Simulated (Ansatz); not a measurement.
## MgSc, space group Pm-3m: a short molecular-dynamics run

Program: Ansatz's Python interface.

`md.py`
```python
"""Born-Oppenheimer dynamics of MgSc."""

import ansatz as az
import numpy as np


def main() -> None:
    xtal = (
        az.Lattice.of((3.59645124, 0.0, 0.0), (0.0, 3.59645124, 0.0), (0.0, 0.0, 3.59645124))
        .atom("Mg", (0.0, 0.0, 0.0))
        .atom("Sc", (0.5, 0.5, 0.5))
    )

    # a coarse mesh keeps each step cheap
    setup = (
        xtal.supercell(2, 2, 1).calculation()
        .functional("r2scan")
        .kpoints(1, 1, 2)
        .occupations("cold", width=100 * az.meV)
        .md("nve", timestep=2.0, steps=12, temperature=100, initial_velocities="maxwell_boltzmann", seed=739)
    )
    steps = []


    def collect(event):
        if event["event"] == "md_step":
            steps.append(event["data"])


    res = setup.session().plan().execute(on_event=collect)
    rep = res.report

    print(" step   t (fs)     E_pot (eV)   E_kin (eV)    T (K)")
    for s in steps[::2]:
        print(f"{s['step']:5d} {s['time_fs']:8.1f} {s['lagrangian_ev']:14.4f} {s['e_kin_ev']:12.4f} {s['temperature_k']:8.1f}")

    temperature = np.array([s["temperature_k"] for s in steps])
    print(f"mean temperature of the second half {temperature[len(steps) // 2 :].mean():.1f} K")

    print("last positions (A) and velocities (A/fs)")
    for site, xyz, vel in zip(res.lattice.sites, steps[-1]["positions_ang"], steps[-1]["velocities_ang_fs"]):
        print(f"{site.symbol:2s}", " ".join(f"{v:8.4f}" for v in xyz), " ", " ".join(f"{v:9.5f}" for v in vel))

    kept = np.array([s["conserved_ev"] for s in steps], float)
    print(f"conserved energy drifts by {1000 * (kept[-1] - kept[0]) / len(res.lattice.sites):+.3f} meV/atom")

    track = np.array([s["positions_ang"] for s in steps])
    names = np.array([site.symbol for site in res.lattice.sites])
    for name in sorted(set(names)):
        msd = ((track[:, names == name] - track[0, names == name]) ** 2).sum(axis=2).mean(axis=1)
        print(f"mean square displacement of {name} (A^2):", np.round(msd[:: max(len(msd) // 6, 1)], 4))


if __name__ == "__main__":
    main()
```

```console
$ python md.py
DeckWarning: md: disabling space-group detection — thermal motion breaks the input geometry's symmetry, so no spatial operation reduces the k-mesh or symmetrises the density; time reversal is kept, [...]
DeckWarning: basis.ecutwfc = 500 eV, auto-derived from the records' recommended cutoffs: set by Mg (their level for a meta-GGA)
 step   t (fs)     E_pot (eV)   E_kin (eV)    T (K)
    0      0.0    -16268.1645       0.0905    100.0
    2      4.0    -16268.1629       0.0889     98.2
    4      8.0    -16268.1583       0.0842     93.1
    6     12.0    -16268.1510       0.0770     85.1
    8     16.0    -16268.1419       0.0679     75.1
   10     20.0    -16268.1319       0.0579     63.9
   12     24.0    -16268.1218       0.0478     52.8
mean temperature of the second half 69.3 K
last positions (A) and velocities (A/fs)
Mg  -0.0491   0.1027  -0.0474    -0.00169   0.00334  -0.00119
Sc   1.7954   1.7440   1.7978    -0.00002  -0.00196  -0.00013
Mg   0.0246   3.5787  -0.0131     0.00108  -0.00046  -0.00041
Sc   1.7961   5.3887   1.8055    -0.00012  -0.00014   0.00036
Mg   3.6228   0.0688   0.0190     0.00115   0.00180   0.00041
Sc   5.3659   1.7953   1.8177    -0.00110   0.00007   0.00075
Mg   3.6119   3.6128   0.0144     0.00002   0.00108   0.00030
Sc   5.4190   5.3658   1.7865     0.00093  -0.00109  -0.00050
conserved energy drifts by +0.008 meV/atom
mean square displacement of Mg (A^2): [0.     0.0002 0.0008 0.0017 0.0029 0.0043 0.0057]
mean square displacement of Sc (A^2): [0.     0.     0.0002 0.0004 0.0007 0.001  0.0015]
```
(Warnings from the package without file and line, shortened.)

Notes:
- Total energies depend on the potentials; only differences at equal settings carry meaning.
- For a metal this mesh is far too coarse, so the numbers only illustrate the procedure.
- This cell is a computed structure, which may not be the phase found in nature.
- A small cell, a coarse mesh and a very short run: it shows the set-up and gives no equilibrium averages.
- By the engine's processor time: 98 s on 1 thread of Intel(R) Xeon(R) Processor @ 2.30GHz, with other jobs on the host, peak memory 0.99 GiB.
